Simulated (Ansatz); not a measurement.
Relaxation of a periodic cell of 17 atoms, K (host K, host structure bcc, interstitial K), to a largest force component of 0.03 eV/Å in at most 60 steps.

Method: DFT PBE, scalar-relativistic, plane waves, PAW in Ansatz. Settings: cutoff 420 eV, k mesh 2x2x2, gaussian smearing 0.1 eV, no spin polarisation.

```xyz
17
Lattice="10.4600 0.0000 0.0000 0.0000 10.4600 0.0000 0.0000 0.0000 10.4600" Properties=species:S:1:pos:R:3
K 0.000 0.000 0.000
K 5.230 0.000 0.000
K 0.000 5.230 0.000
K 0.000 0.000 5.230
K 2.615 2.615 2.615
K 5.230 5.230 0.000
K 5.230 0.000 5.230
K 7.845 2.615 2.615
K 0.000 5.230 5.230
K 2.615 7.845 2.615
K 2.615 2.615 7.845
K 5.230 5.230 5.230
K 7.845 7.845 2.615
K 7.845 2.615 7.845
K 2.615 7.845 7.845
K 7.845 7.845 7.845
K 1.241 7.850 0.005
```

Task: Where does it end, and by what steps?

Result: The forces met the threshold. The force dipped under the threshold on the way, but the program's further checks kept it going. Limits of this set-up: coarse k mesh, a small cell, in which the defect meets its images. After 8 steps the energy has fallen by 1.526 eV; K1 moved furthest, 0.99 Å. Parted: K1–K10 (4.53 → 6.16 Å), K1–K15 (4.53 → 5.98 Å), K3–K10 (4.53 → 5.83 Å), K3–K15 (4.53 → 5.65 Å).

```tsv
step	energy less start (eV)	largest force component (eV/Å)	accepted
0	0.0000	1.140	yes
1	-0.5936	0.810	yes
2	-1.1206	0.483	yes
3	-1.4104	0.207	yes
4	-1.5123	0.035	yes
5	-1.5211	0.006	yes
6	-1.5212	0.007	yes
7	-1.5220	0.006	yes
8	-1.5264	0.023	yes
```

```xyz
17
Lattice="10.4600 0.0000 0.0000 0.0000 10.4600 0.0000 0.0000 0.0000 10.4600" Properties=species:S:1:pos:R:3
K -0.785 0.608 -0.029
K 5.242 0.020 -0.019
K -0.479 4.762 -0.028
K 0.056 -0.094 5.185
K 2.545 2.529 2.533
K 5.183 5.184 -0.019
K 5.420 0.196 5.266
K 7.666 2.684 2.828
K 0.102 5.273 5.185
K 3.321 7.789 3.186
K 2.521 2.528 7.900
K 5.343 4.967 5.267
K 7.837 7.808 2.641
K 7.707 2.684 7.597
K 3.161 7.791 7.347
K 7.868 7.809 7.805
K 1.294 8.073 0.120
```

Whether the end is a true minimum wasn't checked by a vibrational analysis.

Run time: 60 s on 4 threads of Intel(R) Xeon(R) Platinum 8488C (Sapphire Rapids) (shared host), peak memory 2.5 GiB.
